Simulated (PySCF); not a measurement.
# SiSe (SMILES [Si][Se]): levels of theory compared

We compute a comparison of 6 runs (B3LYP/aug-cc-pVTZ, CAM-B3LYP/aug-cc-pVTZ, PBE0/aug-cc-pVTZ, r2SCAN/aug-cc-pVTZ, SCS-MP2/aug-cc-pVTZ, CCSD(T)/aug-cc-pVTZ) of SiSe. 

Program for the calculation: PySCF 2.14.0.

2 further runs of the same task are left out: 2 set aside as unsound or not needed.

## (1) Starting point

The species is SiSe (2 atoms), meant as a singlet with charge 0. SMILES: `[Si][Se]`. The shape is that of a PBE0-D4/def2-TZVP optimisation.

Bond lengths: Si1–Se2 2.062 Å.

## (2) The energy at B3LYP/aug-cc-pVTZ (run 1)

Input file calc.py:

```python
from pyscf import gto, dft

molecule = gto.M(
    atom=[
    ('Si', (0.000000, 0.000000, 0.031440)),
    ('Se', (-0.000000, -0.000000, 2.093090)),
],
    basis='aug-cc-pvtz',
    verbose=3,
    max_memory=1860,
)

myscf = dft.RKS(molecule)
myscf.xc = 'b3lyp'
myscf.conv_tol = 1e-10
myscf.grids.level = 5
myscf.kernel()
if not myscf.converged:
    myscf = myscf.newton().run(myscf.mo_coeff, myscf.mo_occ)

etot = myscf.e_tot
print('Final energy', etot)
```

Started as:

```sh
OMP_NUM_THREADS=1 python calc.py
```

Output:

```text
converged SCF energy = -2691.16784311339
Final energy -2691.1678431133873
```

It took 9.9 s on 1 thread of Arm Neoverse V2, shared host; peak memory 0.54 GiB.

## (3) A single-point energy at CAM-B3LYP/aug-cc-pVTZ (run 2)

Input file calc.py:

```python
from pyscf import gto, dft

molecule = gto.M(
    atom=[
    ('Si', (0.000000, 0.000000, 0.031440)),
    ('Se', (-0.000000, -0.000000, 2.093090)),
],
    basis='aug-cc-pvtz',
    spin=0,
    verbose=3,
    max_memory=1860,
    charge=0,
)

mf = dft.RKS(molecule, xc='cam-b3lyp')
mf.conv_tol = 1e-10
mf.grids.level = 5
mf.kernel()
if not mf.converged:
    mf = mf.newton().run(mf.mo_coeff, mf.mo_occ)

e_tot = mf.e_tot
print('E = %.10f Eh' % e_tot)
```

Started as:

```sh
OMP_NUM_THREADS=1 python calc.py
```

Output:

```text
converged SCF energy = -2691.23763208565
E = -2691.2376320857 Eh
```

Run time: 27 s. Hardware: 1 thread of Arm Neoverse V2, shared host; peak memory 0.54 GiB.

Runs 3 to 5 aren't shown in full; the table further down has their settings and results.

## (4) A single-point energy at CCSD(T)/aug-cc-pVTZ (run 6)

Input file run.py:

```python
# SiSe
from pyscf import gto, scf, cc

system = gto.M(
    atom='''
Si   0.000000   0.000000   0.031440
Se   0.000000   0.000000   2.093090
''',
    charge=0,
    max_memory=1860,
    verbose=3,
    spin=0,
    basis='aug-cc-pvtz',
)

myscf = scf.RHF(system)
myscf.conv_tol = 1e-10
myscf.kernel()
if not myscf.converged:
    myscf = myscf.newton().run(myscf.mo_coeff, myscf.mo_occ)

mycc = cc.CCSD(myscf, frozen=14)
mycc.kernel()
e_t = mycc.ccsd_t()
etot = mycc.e_tot + e_t
print('E(%s) = %.9f' % ('CCSD(T)', etot))
```

Started as:

```sh
OMP_NUM_THREADS=1 python run.py
```

Output:

```text
converged SCF energy = -2688.84765407941
E(CCSD) = -2689.173769311618  E_corr = -0.326115232205345
CCSD(T) correction = -0.0196525116865175
E(CCSD(T)) = -2689.193421823
```

It took 42 s on 1 thread of Arm Neoverse V2, shared host; peak memory 0.72 GiB.

## (5) The series

```csv
run,level,integration grid,frozen core orbitals,energy (Eh),dipole moment (D) of the reference,HOMO energy (eV),LUMO energy (eV),wall time
1,B3LYP/aug-cc-pVTZ,5,–,-2691.167843,1.43,-7.60,-2.63,9.9 s
2,CAM-B3LYP/aug-cc-pVTZ,5,–,-2691.237632,1.61,-9.01,-1.45,27 s
3,PBE0/aug-cc-pVTZ,5,–,-2690.705388,1.38,-7.82,-2.48,9.3 s
4,r2SCAN/aug-cc-pVTZ,5,–,-2691.072167,1.22,-6.98,-3.14,16 s
5,SCS-MP2/aug-cc-pVTZ,–,14,-2689.147436,2.02,-9.97,0.28,3.6 s
6,CCSD(T)/aug-cc-pVTZ,–,14,-2689.193422,2.02,-9.97,0.28,42 s
```

## (6) Summary of results

| quantity | value |
| --- | --- |
| run 6: total energy | -2689.19342 Eh |
| run 6: dipole moment (Hartree–Fock density) | 2.02 D |
| run 6: HOMO energy (Hartree–Fock orbitals) | -9.97 eV |
| run 6: LUMO energy (Hartree–Fock orbitals) | 0.28 eV |
| run 6: HOMO–LUMO gap (Hartree–Fock orbitals) | 10.25 eV |
| run 6: correlation energy (14 core orbitals frozen) | -345.8 mEh |
| run 6: (T) correction | -19.65 mEh |
| run 6: T1 diagnostic | 0.017 |

In words: Over runs 1, 2, 3, 4 the dipole moment (its size) runs from 1.22 D (r2SCAN/aug-cc-pVTZ) to 1.61 D (CAM-B3LYP/aug-cc-pVTZ). Over runs 1, 2, 3, 4 the HOMO–LUMO gap runs from 3.84 eV (r2SCAN/aug-cc-pVTZ) to 7.56 eV (CAM-B3LYP/aug-cc-pVTZ). Totals of different functionals can't be ranked against each other. All runs together took 1.8 min, the longest 42 s.
